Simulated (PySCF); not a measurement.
# C3H6NPSi: the cost of one run

Computed with PySCF 2.14.0, with density-fitted response routines of our own, on a single molecule in the gas phase. Atoms count from 0, in the outputs and in this text.

### 1 The molecule as given

12 atoms, charge 0, multiplicity 1; geometry from: GFN2-xTB. The atoms were then displaced at random by about 0.01 Å, so the start is not that level's minimum.

Bonds of the start (Å): C0–C1 1.31, C1–C2 1.41, C2–N3 1.14, C1–Si4 1.91, Si4–P5 2.24, C0–H6 1.10, C0–H7 1.07, Si4–H8 1.44, Si4–H9 1.48, P5–H10 1.39, P5–H11 1.39.

### 2 Relaxing the molecule at PBE0-D3(BJ)/def2-SVP

Job settings and geometry (Å):

```
{"job": {"xc": "PBE0", "basis": "def2-SVP", "d3": "d3bj", "grid": 1, "shake": 0.01, "kind": "geom"}, "charge": 0, "multiplicity": 1}
C     -1.558940     0.249820    -1.072360
C     -0.996140     0.103600     0.105600
C     -1.562900     0.679620     1.258540
N     -1.920450     1.135790     2.235480
Si     0.622070    -0.882840     0.317710
P      2.209050     0.346130    -0.682600
H     -2.478750     0.843480    -1.194570
H     -1.145810    -0.152320    -1.975530
H      0.486990    -2.128010    -0.395370
H      0.821850    -1.138630     1.766520
H      3.259350    -0.389120    -0.148620
H      2.303370     1.304210     0.320300
```

The run is started by

```bash
OMP_NUM_THREADS=1 python probes_run.py task.json out
```

This one command runs all jobs of the session in turn.

**Question.** How long does this first job take on 1 thread of Intel Xeon 6975P-C, shared host, and how much memory does it need?

About 59 s, with a peak of 0.53 GiB.
